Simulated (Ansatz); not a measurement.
# CH9NO2Si2: up Jacob's ladder to CCSD(T)

The task here is to estimate one member of a computed series from the others.

Computed with Ansatz 0.2.0, Gaussian basis. Level: functionals in def2-TZVPP, the program's frozen cores in correlated methods.

The runs, in order: PBE-D4, r2SCAN-D4, PBE0-D4, B3LYP-D4, ωB97X-V, ωB97M-V, B2PLYP; CCSD(T)/def2-TZVPP; MP2/def2-QZVPP; extrapolation to the limit.

## The geometry

An earlier PBE0-D4 in a triple-zeta def2 set relaxation fixed the geometry.

SMILES `C[Si](N)(O)O[SiH3]`, 15 atoms, charge 0, spin multiplicity 1.

Atoms are counted from 1 here; the program's logs count them from 0.

Bond lengths: C1–Si2 1.848 Å, C1–H7 1.092 Å, C1–H8 1.092 Å, C1–H9 1.092 Å, Si2–N3 1.715 Å, Si2–O4 1.641 Å, Si2–O5 1.639 Å, N3–H10 1.007 Å, N3–H11 1.007 Å, O4–H12 0.959 Å, O5–Si6 1.633 Å, Si6–H13 1.488 Å, Si6–H14 1.484 Å, Si6–H15 1.488 Å. Angles: Si2–C1–H7 110.9°, Si2–C1–H8 110.6°, Si2–C1–H9 110.7°, H7–C1–H8 108.1°, H7–C1–H9 108.3°, H8–C1–H9 108.2°, C1–Si2–N3 118.1°, C1–Si2–O4 105.7°, C1–Si2–O5 107.4°, N3–Si2–O4 107.6°, N3–Si2–O5 105.3°, O4–Si2–O5 113.0°, Si2–N3–H10 120.4°, Si2–N3–H11 120.1°, H10–N3–H11 110.9°, Si2–O4–H12 116.2°, Si2–O5–Si6 140.3°, O5–Si6–H13 110.9° and more.

As a file:

```
C    -0.0812    0.3018   -2.2193
Si   -0.1854    0.4699   -0.3820
N     1.0445    1.3578    0.4185
O    -1.6135    1.2224   -0.0861
O    -0.1135   -1.0392    0.2539
Si   -0.0589   -1.7912    1.7030
H    -0.0899    1.2817   -2.7018
H    -0.9287   -0.2719   -2.6016
H     0.8372   -0.2141   -2.5083
H     1.1381    2.3490    0.2660
H     1.9424    0.9346    0.5904
H    -1.7689    1.4960    0.8196
H    -0.9754   -1.1370    2.6763
H    -0.4692   -3.2046    1.5167
H     1.3223   -1.7552    2.2547
```

Set-up of the first run:

Input file in.yaml:

```yaml
crystal:
  periodic: [false, false, false]
  atoms:
    - {symbol: C, position_ang: [-0.081238, 0.301753, -2.219281]}
    - {symbol: Si, position_ang: [-0.185371, 0.469865, -0.381976]}
    - {symbol: N, position_ang: [1.044462, 1.357764, 0.418505]}
    - {symbol: O, position_ang: [-1.613459, 1.222401, -0.086061]}
    - {symbol: O, position_ang: [-0.113486, -1.039202, 0.253927]}
    - {symbol: Si, position_ang: [-0.058861, -1.791163, 1.702999]}
    - {symbol: H, position_ang: [-0.089929, 1.281665, -2.701807]}
    - {symbol: H, position_ang: [-0.928699, -0.271888, -2.601577]}
    - {symbol: H, position_ang: [0.837187, -0.214114, -2.508278]}
    - {symbol: H, position_ang: [1.138145, 2.349032, 0.265974]}
    - {symbol: H, position_ang: [1.942434, 0.934629, 0.590391]}
    - {symbol: H, position_ang: [-1.768864, 1.496047, 0.819565]}
    - {symbol: H, position_ang: [-0.975358, -1.136978, 2.676276]}
    - {symbol: H, position_ang: [-0.469220, -3.204558, 1.516689]}
    - {symbol: H, position_ang: [1.322256, -1.755245, 2.254654]}
basis:
  gaussian: {orbitals: def2-TZVPP}
hamiltonian: {xc: pbe, dispersion: d4}
output: {forces: true, orbitals: {seedname: orbitals}}
```

Run with:

```sh
$ ansatz run in.yaml --threads 2 --pin off --events-out ev --progress --plain --max-ram 22528MiB --backend cuda --devices 0, --max-vram 18GiB
```

Steps of the session up to this table: PBE-D4 (GGA); r2SCAN-D4 (meta-GGA); PBE0-D4 (hybrid); B3LYP-D4 (hybrid); ωB97X-V (range-separated); ωB97M-V (range-separated); B2PLYP (double hybrid); CCSD(T) in def2-TZVPP; MP2 in def2-QZVPP.

One of the session's tables, all rows but one given; the rest of the session is left out.

It belongs to the step «Atomisation energies». 

| method | atomisation energy (kcal/mol) |
| --- | --- |
| PBE-D4 | 1354.5 |
| r2SCAN-D4 | 1347.0 |
| PBE0-D4 | 1335.5 |
| B3LYP-D4 | 1347.6 |
| ωB97X-V | 1354.2 |
| ωB97M-V | 1354.0 |
| B2PLYP | 1334.0 |
| HF/def2-TZVPP | 986.1 |
| MP2/def2-TZVPP | 1333.7 |
| CCSD/def2-TZVPP | 1298.2 |
| CCSD(T)/def2-TZVPP | ? |
| MP2/CBS | 1373.1 |
| CCSD(T)/CBS | 1354.2 |

**Question.** Estimate the row for CCSD(T)/def2-TZVPP.

As computed: atomisation energy (kcal/mol): 1314.8. In the column «atomisation energy (kcal/mol)» it lies between CCSD/def2-TZVPP (1298.2) and MP2/def2-TZVPP (1333.7).

To keep in mind: Free atoms (1 C, 2 Si, 1 N, 2 O, 9 H) were run apart at each level; the atomisation energy is their sum less the molecule, without zero-point or spin-orbit terms.
